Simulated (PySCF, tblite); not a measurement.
# C2H7NSi2: a rotation path, then NMR shifts on frames

How do NMR shifts of C2H7NSi2 (`C#C[SiH2][SiH2]N`) change as the atoms move?

The runs use tblite 0.8.0 and PySCF 2.14.0, with density-fitted response routines of our own; the level of theory stands in each step. All values are computed, except where a source is named. Atoms are numbered from 0 throughout.

## Step 1: The starting structure

12 atoms, charge 0, multiplicity 1; geometry from: GFN2-xTB.

Bonds of the start (Å): C0–C1 1.20, C1–Si2 1.85, Si2–Si3 2.31, Si3–N4 1.72, C0–H5 1.05, Si2–H6 1.47, Si2–H7 1.47, Si3–H8 1.48, Si3–H9 1.47, N4–H10 1.01, N4–H11 1.01.

## Step 2: A band between two rotamers with GFN2-xTB

The job: settings as JSON, then the geometry in Å.

```
{"job": {"kind": "neb", "xc": "GFN2-xTB", "basis": "xTB", "atoms": [1, 2, 3, 4], "turn": 120}, "charge": 0, "multiplicity": 1}
C      2.750099    -0.720326    -0.022677
C      1.885310     0.115495    -0.047143
Si     0.492712     1.339454    -0.087469
Si    -1.520454     0.277630     0.277924
N     -1.352849    -1.307485    -0.379107
H      3.520340    -1.438126    -0.006283
H      0.818532     2.334861     0.947394
H      0.619584     2.019240    -1.385203
H     -1.908247     0.296204     1.704563
H     -2.661742     0.839804    -0.453931
H     -2.139477    -1.936405    -0.361603
H     -0.502608    -1.821031    -0.212493
```

Method: GFN2-xTB climbing-image nudged elastic band, gas phase.

Started as:

```
$ OMP_NUM_THREADS=1 python probes_run.py task.json out
```

This one command runs all jobs of the session in turn.

Standard output:

```text
image   E - E0 / eV
  0      -0.0000
  1       0.0047
  2       0.0106
  3       0.0167
  4       0.0212
  5       0.0235
  6       0.0241
  7       0.0236
  8       0.0193
```

Run time: 4 s. Hardware: 1 thread of AMD EPYC 7R43, shared host; peak memory 0.18 GiB.

The final band, with the dihedral C1–Si2–Si3–N4:

```
image  dihedral (°)  energy (eV)  energy (kcal/mol)
    0           -31        0.000                0.0
    1           -15        0.005                0.1
    2             0        0.011                0.2
    3            15        0.017                0.4
    4            30        0.021                0.5
    5            45        0.023                0.5
    6            61        0.024                0.6
    7            76        0.024                0.5
    8            90        0.019                0.4
```

## Step 3: NMR shieldings: image 0, PBE0/pcSseg-1

The job: settings as JSON, then the geometry in Å.

```
{"job": {"kind": "nmr", "xc": "PBE0", "basis": "pcSseg-1", "pop": false}, "charge": 0, "multiplicity": 1}
C      2.750100    -0.720300    -0.022700
C      1.885300     0.115500    -0.047100
Si     0.492700     1.339500    -0.087500
Si    -1.520500     0.277600     0.277900
N     -1.352800    -1.307500    -0.379100
H      3.520300    -1.438100    -0.006300
H      0.818500     2.334900     0.947400
H      0.619600     2.019200    -1.385200
H     -1.908200     0.296200     1.704600
H     -2.661700     0.839800    -0.453900
H     -2.139500    -1.936400    -0.361600
H     -0.502600    -1.821000    -0.212500
```

With the program's defaults for keys left out, this is: GIAO PBE0/pcSseg-1 NMR shielding, non-relativistic, gas phase.

Standard output:

```text
coarse grid: 10824 points
cycle   1  E = -713.5778329048  dE =  2.984e-01  |g| = 5.161e-01  |ddm| = 3.158e+00
cycle   2  E = -713.5382092294  dE =  3.962e-02  |g| = 6.591e-01  |ddm| = 1.156e+00
cycle   3  E = -713.6382235094  dE = -1.000e-01  |g| = 8.888e-02  |ddm| = 7.024e-01
cycle   4  E = -713.6395683945  dE = -1.345e-03  |g| = 4.632e-02  |ddm| = 9.572e-02
cycle   5  E = -713.6400519340  dE = -4.835e-04  |g| = 1.883e-02  |ddm| = 4.461e-02
cycle   6  E = -713.6401383448  dE = -8.641e-05  |g| = 2.714e-03  |ddm| = 1.533e-02
cycle   7  E = -713.6401405082  dE = -2.163e-06  |g| = 3.029e-04  |ddm| = 3.683e-03
final grid: 94864 points
cycle   8  E = -713.6662779413  dE = -1.540e-05  |g| = 6.019e-03  |ddm| = 2.208e-02
cycle   9  E = -713.6662712441  dE =  6.697e-06  |g| = 8.242e-03  |ddm| = 1.276e-02
cycle  10  E = -713.6662858809  dE = -1.464e-05  |g| = 5.495e-04  |ddm| = 7.244e-03
cycle  11  E = -713.6662859413  dE = -6.045e-08  |g| = 2.105e-04  |ddm| = 6.947e-04
cycle  12  E = -713.6662859491  dE = -7.801e-09  |g| = 1.268e-04  |ddm| = 2.341e-04
cycle  13  E = -713.6662859532  dE = -4.031e-09  |g| = 2.189e-05  |ddm| = 9.634e-05
cycle  14  E = -713.6662859533  dE = -1.234e-10  |g| = 3.661e-06  |ddm| = 2.689e-05
converged SCF energy = -713.6662859533

GIAO shielding tensors (ppm)
atom      isotropic    diamagn.    paramagn.     s11        s22        s33       span
  0 C       80.844     260.261    -179.418     -6.978     -2.516    252.025    259.002
  1 C      104.110     261.158    -157.048     10.568     12.104    289.657    279.088
  2 Si     451.413     880.479    -429.066    426.951    459.926    467.362     40.411
  3 Si     408.453     879.206    -470.753    362.045    389.310    474.005    111.960
  4 N      271.716     318.385     -46.670    237.790    256.603    320.754     82.965
  5 H       29.792      32.925      -3.133     24.463     24.861     40.054     15.591
  6 H       27.493      27.778      -0.285     23.896     25.669     32.913      9.017
  7 H       27.357      27.918      -0.561     23.645     25.550     32.876      9.231
  8 H       26.585      28.811      -2.226     22.840     24.517     32.398      9.557
  9 H       26.827      28.512      -1.685     23.695     25.043     31.743      8.048
 10 H       31.790      29.909       1.881     23.403     27.451     44.515     21.112
 11 H       31.547      33.586      -2.039     22.797     29.265     42.578     19.781
```

Run time: 22 s. Hardware: 1 thread of AMD EPYC 7R43, shared host; peak memory 0.64 GiB.

Shifts follow as δ = σ(reference) − σ, with reference shieldings (ppm) from runs at the same level and on the same kind of geometry: 1H TMS 31.72, 13C TMS 186.9, 29Si TMS 349.2, 15N NH3 267.7. The references are single molecules in the gas phase, so shifts against H2O, NH3, PH3, H3PO4 or CFCl3 are not on the usual liquid scales and can be off by tens of ppm. Each atom is listed at this fixed geometry, with no averaging over motion; a spectrum would average atoms that exchange fast.

```
atoms                            environment  σ (ppm)  δ (ppm)
   C0                 terminal alkyne carbon     80.8    106.1
   C1                          alkyne carbon    104.1     82.8
   H8  hydrogen on a silicon bonded to N, Si    26.58     5.13
   H9  hydrogen on a silicon bonded to N, Si    26.83     4.89
   H7  hydrogen on a silicon bonded to C, Si    27.36     4.36
   H6  hydrogen on a silicon bonded to C, Si    27.49     4.22
   H5   hydrogen on a terminal alkyne carbon    29.79     1.92
  H11    hydrogen on a nitrogen bonded to Si    31.55     0.17
  H10    hydrogen on a nitrogen bonded to Si    31.79    -0.07
  Si3           silicon bonded to N, Si, 2 H    408.5    -59.3
  Si2           silicon bonded to C, Si, 2 H    451.4   -102.3
   N4             nitrogen bonded to Si, 2 H    271.7     -4.0
```

The fields below are evaluated on a grid from the run's orbitals.

Frontier orbitals at PBE0/pcSseg-1, with the share of their density that lies nearest to each atom:

```
orbital  energy (eV)                                                    lies on
   HOMO        -7.30                  N4 57 %; H8 15 %; H10, H11 about 7 % each
   LUMO        -0.52  Si2, Si3 about 15 % each; C0, C1 about 12 % each; H9 12 %
```

ELF in a plane through or near 6 of the atoms.

Values, 10 rows by 14 columns:
```
0.00 0.00 0.00 0.00 0.00 0.00 0.00 0.00 0.00 0.00 0.00 0.00 0.00 0.00
0.00 0.00 0.00 0.00 0.00 0.02 0.07 0.01 0.00 0.00 0.00 0.00 0.00 0.00
0.00 0.00 0.00 0.00 0.02 0.63 0.88 0.21 0.01 0.00 0.00 0.00 0.00 0.00
0.00 0.00 0.00 0.01 0.04 0.45 0.21 0.39 0.34 0.25 0.52 0.11 0.00 0.00
0.00 0.00 0.05 0.49 0.68 0.92 0.14 0.97 0.23 0.11 0.92 0.46 0.00 0.00
0.00 0.00 0.13 0.66 0.76 0.42 0.42 0.21 0.20 0.17 0.18 0.04 0.00 0.00
0.00 0.00 0.90 0.99 0.55 0.67 0.03 0.81 0.72 0.74 0.24 0.00 0.00 0.00
0.00 0.00 0.63 0.94 0.19 0.15 0.00 0.95 0.45 0.87 0.85 0.00 0.00 0.00
0.00 0.00 0.00 0.00 0.00 0.00 0.00 0.00 0.00 0.01 0.00 0.00 0.00 0.00
0.00 0.00 0.00 0.00 0.00 0.00 0.00 0.00 0.00 0.00 0.00 0.00 0.00 0.00
```
The map spans 12.2 Å across and 9.9 Å up, centred on the molecule. Atoms in the plane (x, y in Å): C0 (-2.7, -0.8), C1 (-1.9, 0.1), Si2 (-0.5, 1.3), Si3 (1.5, 0.3), H5 (-3.5, -1.5), H11 (0.5, -1.8).

On the surface of density 0.002 e/bohr³ the electrostatic potential runs, from the 1st to the 99th percentile, from -1.18 V near N4 to 1.56 V near H5.

## Step 4: Shielding tensors: image 3, PBE0/pcSseg-1

The job: settings as JSON, then the geometry in Å.

```
{"job": {"kind": "nmr", "xc": "PBE0", "basis": "pcSseg-1", "pop": false}, "charge": 0, "multiplicity": 1}
C      2.693200    -0.719100    -0.481500
C      1.852600     0.112100    -0.260300
Si     0.511300     1.334600     0.108000
Si    -1.550100     0.307300     0.022200
N     -1.231300    -1.386300     0.062800
H      3.441500    -1.432400    -0.678200
H      0.851700     1.861500     1.443500
H      0.699300     2.441200    -0.844200
H     -2.422400     0.766200     1.125400
H     -2.319000     0.494900    -1.213300
H     -1.992600    -2.041000    -0.006300
H     -0.533000    -1.739700     0.695900
```

Method: GIAO PBE0/pcSseg-1 NMR shielding, non-relativistic, gas phase.

Standard output:

```text
coarse grid: 10824 points
cycle   1  E = -713.5745329561  dE =  3.038e-01  |g| = 5.210e-01  |ddm| = 3.155e+00
cycle   2  E = -713.5327011305  dE =  4.183e-02  |g| = 6.689e-01  |ddm| = 1.202e+00
cycle   3  E = -713.6363584446  dE = -1.037e-01  |g| = 8.838e-02  |ddm| = 7.239e-01
cycle   4  E = -713.6376667637  dE = -1.308e-03  |g| = 4.685e-02  |ddm| = 9.578e-02
cycle   5  E = -713.6381610463  dE = -4.943e-04  |g| = 1.906e-02  |ddm| = 4.505e-02
cycle   6  E = -713.6382495447  dE = -8.850e-05  |g| = 2.686e-03  |ddm| = 1.537e-02
cycle   7  E = -713.6382516696  dE = -2.125e-06  |g| = 2.813e-04  |ddm| = 3.575e-03
final grid: 94864 points
cycle   8  E = -713.6644820960  dE = -1.462e-05  |g| = 6.157e-03  |ddm| = 2.197e-02
cycle   9  E = -713.6644751238  dE =  6.972e-06  |g| = 8.407e-03  |ddm| = 1.319e-02
cycle  10  E = -713.6644904828  dE = -1.536e-05  |g| = 5.482e-04  |ddm| = 7.539e-03
cycle  11  E = -713.6644905482  dE = -6.544e-08  |g| = 1.630e-04  |ddm| = 6.840e-04
cycle  12  E = -713.6644905539  dE = -5.669e-09  |g| = 7.358e-05  |ddm| = 1.896e-04
cycle  13  E = -713.6644905549  dE = -1.028e-09  |g| = 3.499e-05  |ddm| = 6.712e-05
cycle  14  E = -713.6644905552  dE = -3.208e-10  |g| = 3.755e-06  |ddm| = 3.013e-05
converged SCF energy = -713.6644905552

GIAO shielding tensors (ppm)
atom      isotropic    diamagn.    paramagn.     s11        s22        s33       span
  0 C       80.163     260.215    -180.052     -6.693     -2.741    249.922    256.615
  1 C      104.336     260.970    -156.634     10.684     13.040    289.285    278.601
  2 Si     451.966     880.629    -428.664    424.949    458.463    472.485     47.536
  3 Si     409.216     879.099    -469.883    365.854    386.756    475.038    109.184
  4 N      270.706     317.900     -47.193    230.318    261.279    320.522     90.204
  5 H       29.769      32.995      -3.226     24.454     24.866     39.987     15.533
  6 H       27.320      28.168      -0.848     23.826     25.525     32.609      8.783
  7 H       27.408      27.729      -0.322     23.790     25.552     32.881      9.091
  8 H       26.675      28.376      -1.701     22.977     24.642     32.405      9.427
  9 H       26.803      28.725      -1.922     23.688     24.841     31.880      8.192
 10 H       31.764      30.005       1.759     23.464     27.363     44.463     20.999
 11 H       31.848      33.216      -1.368     23.789     29.258     42.498     18.709
```

Wall time 13 s (1 thread of AMD EPYC 7R43, shared host); peak memory 0.7 GiB.

Key values: δ C0 106.8, C1 82.6, Si3 -60.1, Si2 -102.8, H8 5.04, H9 4.91 ppm.

(Part 1 of 2 ends here.)
